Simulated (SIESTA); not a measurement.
Crystal: GaGe3.

```
Ge Ga
1.0
     0.00000    3.38717    3.38717
     3.38717    0.00000    3.38717
     3.38717    3.38717    0.00000
Ge Ga
3 1
Direct
  0.50000 0.50000 0.50000
  0.75000 0.75000 0.75000
  0.25000 0.25000 0.25000
  0.00000 0.00000 0.00000
```

The cell comes from a database or a generator and needn't be the stable form of this composition.

* Program: SIESTA 5.4.2
* Task: relaxation of cell and atoms
* Functional: PBEsol
* Potentials or basis: PseudoDojo 0.4 standard (PBEsol files)
* Basis: DZP (energy shift 0.003 Ry; two zetas on semicore shells)
* Grid cutoff: 1200 Ry
* Energy shift: 0.003 Ry
* k mesh: 5 × 5 × 5
* Occupations: fermi-dirac, width 0.05 eV
* Spin: no spin polarisation

At the start: pressure -3.8 GPa; volume 19.43 Å³/atom.

**Question.** Where does the relaxation end?

**Answer.** Over 8 steps the energy falls by 19.5 meV/atom and the volume is 18.16 Å³/atom (-6.5 %); space group Fm-3m (No. 225, to 0.05 Å).

Step by step:
| step | energy change (eV) | largest force (eV/Å) | pressure (GPa) | volume (Å³) |
| --- | --- | --- | --- | --- |
| 1 | 0.0000 | 0.0000 | -3.80 | 77.72 |
| 2 | -0.0087 | 0.0000 | -3.60 | 77.37 |
| 3 | -0.0756 | 0.0000 | 0.94 | 71.68 |
| 4 | -0.0769 | 0.0000 | -0.56 | 73.21 |
| 5 | -0.0779 | 0.0000 | 0.37 | 72.31 |
| 6 | -0.0779 | 0.0000 | -0.20 | 72.86 |
| 7 | -0.0782 | 0.0000 | 0.08 | 72.57 |
| 8 | -0.0782 | 0.0000 | 0.00 | 72.64 |

Final structure:
```
CELL_PARAMETERS angstrom
0.00011 3.31179 3.31179
3.31179 0.00011 3.31179
3.31179 3.31179 0.00011
ATOMIC_POSITIONS crystal
Ge 0.50000 0.50000 0.50000
Ge 0.75000 0.75000 0.75000
Ge 0.25000 0.25000 0.25000
Ga 0.00000 0.00000 0.00000
```

Caveat: the basis of atomic orbitals isn't converged, which shifts pressures, moduli and gaps.
